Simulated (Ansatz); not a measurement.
# Ni2H: the cost of one run

Method: DFT r2SCAN, PAW, plane waves, scalar-relativistic, in Ansatz 0.2.0.

3 further runs of the same task are left out: 2 that didn't finish, 1 set aside as unsound or not needed.

## Step 1: The starting structure

It takes space group P-3m1 (No. 164, trigonal). The conventional cell has a = 2.643 Å, b = 2.643 Å, c = 4.308 Å, α = 90.00°, β = 90.00°, γ = 120.00°. Around Ni (site symmetry 3m) lie 3 H at 1.83 Å. Around H (site symmetry -3m) lie 6 Ni at 1.82 to 1.83 Å.

Coordinates:

```
CELL_PARAMETERS angstrom
2.64300 0.00000 0.00000
-1.32150 2.28891 0.00000
0.00000 0.00000 4.30800
ATOMIC_POSITIONS crystal
Ni 0.33333 0.66667 0.26100
Ni 0.66667 0.33333 0.79600
H 0.00000 0.00000 0.02800
```

Labels such as H3 number the atoms in the order of the input file.

After the default run come: Fermi–Dirac width 0.003 eV, no switch to direct minimisation; Fermi–Dirac width 0.0005 eV, no switch to direct minimisation; cutoff 180 eV; Fermi–Dirac width 0.01 eV, no switch to direct minimisation; direct minimisation.

The search for lower states is off throughout, and inputs that name a mixer don't switch to direct minimisation unless they say so. Spin polarisation is off.

## Step 2: Default SCF settings

The input, input.yaml:

```yaml
crystal:
  lattice:
    - [2.6430021, 0.0, 0.0]
    - [-1.32150105, 2.28890696, 0.0]
    - [0.0, 0.0, 4.308]
  atoms:
    - { symbol: Ni, position: [0.33333333, 0.66666667, 0.261] }
    - { symbol: Ni, position: [0.66666667, 0.33333333, 0.796] }
    - { symbol: H, position: [0.0, 0.0, 0.028] }
hamiltonian:
  xc: r2scan
  pseudopotentials: { kind: paw }
basis:
  ecutwfc: 500
kpoints:
  mp_grid: { grid: [11, 11, 6] }
scf:
  occupations: { method: fermi_dirac, width: 0.1 }
  lower_state_search: "off"
output:
  forces: true
  stress: true
```

Run with:

```bash
ansatz run input.yaml --threads 2 --pin off --max-ram 5120MiB --backend cpu --events-out ev --progress --plain --runs-dir out
```

**Question.** How long does this run take on 2 threads of Arm Neoverse V1, shared host, and how much memory does it need?

About 7.5 s, with a peak of 0.4 GiB.
